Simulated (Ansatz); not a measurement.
**SeBr (doublet): wave-function methods side by side, aug-cc-pVDZ**

The task here is to estimate one member of a computed series from the others.

Method: aug-cc-pVDZ, core rule «outside noble gas», up to 28 orbitals frozen; program: Ansatz 0.2.0, Gaussian basis.

Plan: UHF; CCSD(T) on ROHF; CCSD(T) on UHF; BCCD(T) on ROHF; CISD as a restricted active space (open shells left free, so some higher excitations enter); CCSDT(Q) on ROHF; CCSDT(Q) on UHF; CASSCF and MRCISD+Q, 13 electrons in 8 orbitals; CASSCF and NEVPT2, 13 electrons in 8 orbitals.

8 further runs of the same task are left out: 2 that didn't finish, 6 set aside as unsound or not needed. Runs told in other sessions of the task aren't counted.

## The system

The geometry is a PBE0/def2-TZVPD stationary point (not a proven minimum) of the parent state, kept for this charge and spin. No spin-orbit coupling is included. The filled d shell of Se, Br may be among the frozen orbitals whatever the setting's name suggests.

2 atoms, charge 0, spin multiplicity 2.

Atoms are counted from 1 here; the program's logs count them from 0.

Bond lengths: Se1–Br2 2.381 Å.

The first run:

Contents of in.yaml:

```yaml
crystal:
  periodic: [false, false, false]
  atoms:
    - {symbol: Se, position_ang: [0.000000, 0.000000, 0.000000]}
    - {symbol: Br, position_ang: [0.000000, 0.000000, 2.381000]}
basis:
  gaussian: {orbitals: aug-cc-pVDZ}
magnetization: {spin_polarized: true, initial_magnetization: 1}
hamiltonian: {xc: hf}
output: {orbitals: {seedname: orbitals}}
```

Run with:

```sh
$ ansatz run in.yaml --threads 1 --pin off --events-out ev --progress --plain --max-ram 2393MiB
```

Among the steps run: UHF; CCSD(T) on ROHF; CCSD(T) on UHF; BCCD(T) on ROHF; CISD as a restricted active space (open shells left free, so some higher excitations enter); CCSDT(Q) on ROHF; CCSDT(Q) on UHF; CASSCF and MRCISD+Q, 13 electrons in 8 orbitals; CASSCF and NEVPT2, 13 electrons in 8 orbitals.

One of the session's tables, all rows but one given; the rest of the session is left out.

It belongs to the step «Misses and costs». 

| method | from UCCSDT(Q) (meV) |
| --- | --- |
| ROHF | +7029.2 |
| UHF | ? |
| RMP2 | +972.7 |
| UMP2 | +990.5 |
| CISD | +866.6 |
| RCCSD | +276.9 |
| UCCSD | +272.1 |
| RCCSD(T) | +50.3 |
| UCCSD(T) | +49.0 |
| BCCD(T) | +50.2 |
| RCCSDT | +22.7 |
| UCCSDT | +20.5 |
| RCCSDT(Q) | +4.2 |
| UCCSDT(Q) | 0 |
| CASSCF valence | +6329.6 |
| NEVPT2 valence | +1408.7 |
| MRCISD valence | +662.4 |
| MRCISD+Q valence | +73.5 |

Q: Estimate the row for UHF from the others.

**Answer.** from UCCSDT(Q) (meV): +6916.3. In the column «from UCCSDT(Q) (meV)» it lies between CASSCF valence (+6329.6) and ROHF (+7029.2).

To keep in mind: Restricted and unrestricted rows rest on different reference determinants; a gap between their highest levels can come from leftover correlation error, from unlike frozen cores or from another state.
